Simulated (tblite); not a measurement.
# C6H12GeSe: the cost of one run

The runs use tblite 0.8.0 and PySCF 2.14.0, with density-fitted response routines of our own; the level of theory stands in each step. All values are computed, except where a source is named. Atoms are numbered from 0 throughout.

**1. Starting geometry**

20 atoms, charge 0, multiplicity 1; geometry from: force field or distance geometry start.

Bonds of the start (Å): C0–C1 1.31, C1–C2 1.47, C2–C3 1.33, C2–Ge4 1.90, Ge4–Se5 2.36, Se5–C6 1.95, C6–C7 1.52, C0–H8 1.07, C0–H9 1.11, C1–H10 1.08, C3–H11 1.10, C3–H12 1.06, Ge4–H13 1.54, Ge4–H14 1.56, C6–H15 1.10, C6–H16 1.12, C7–H17 1.11, C7–H18 1.12, C7–H19 1.09.

**2. Optimising the geometry with GFN2-xTB**

What the job is given:

```
{"job": {"kind": "relax", "xc": "GFN2-xTB", "basis": "xTB"}, "charge": 0, "multiplicity": 1}
C     -3.591600     1.202100    -0.362700
C     -3.220900    -0.005400    -0.709900
C     -1.845900    -0.510200    -0.537400
C     -1.586000    -1.752300    -0.929600
Ge    -0.424200     0.525900     0.189500
Se     1.497400     0.168500    -1.130700
C      2.866900    -0.544800     0.053100
C      3.847200     0.535300     0.483000
H     -2.954500     1.949600     0.064600
H     -4.657100     1.455600    -0.527900
H     -3.945600    -0.692100    -1.124200
H     -0.565000    -2.138900    -0.800200
H     -2.389100    -2.334100    -1.313900
H     -0.126700    -0.034300     1.593500
H     -0.763800     2.038700     0.331500
H      3.338300    -1.386300    -0.471600
H      2.336300    -0.881100     0.979400
H      3.276000     1.401600     0.875200
H      4.489700     0.161900     1.319400
H      4.413600     0.851000    -0.393700
```

Started as:

```
> OMP_NUM_THREADS=1 python probes_run.py task.json out
```

The driver reads the jobs from task.json and runs them one after another.

**Question.** How long does this first job take on 1 thread of Intel Xeon at 2.50GHz, shared host, and how much memory does it need?

About 6.2 s, with a peak of 0.18 GiB.
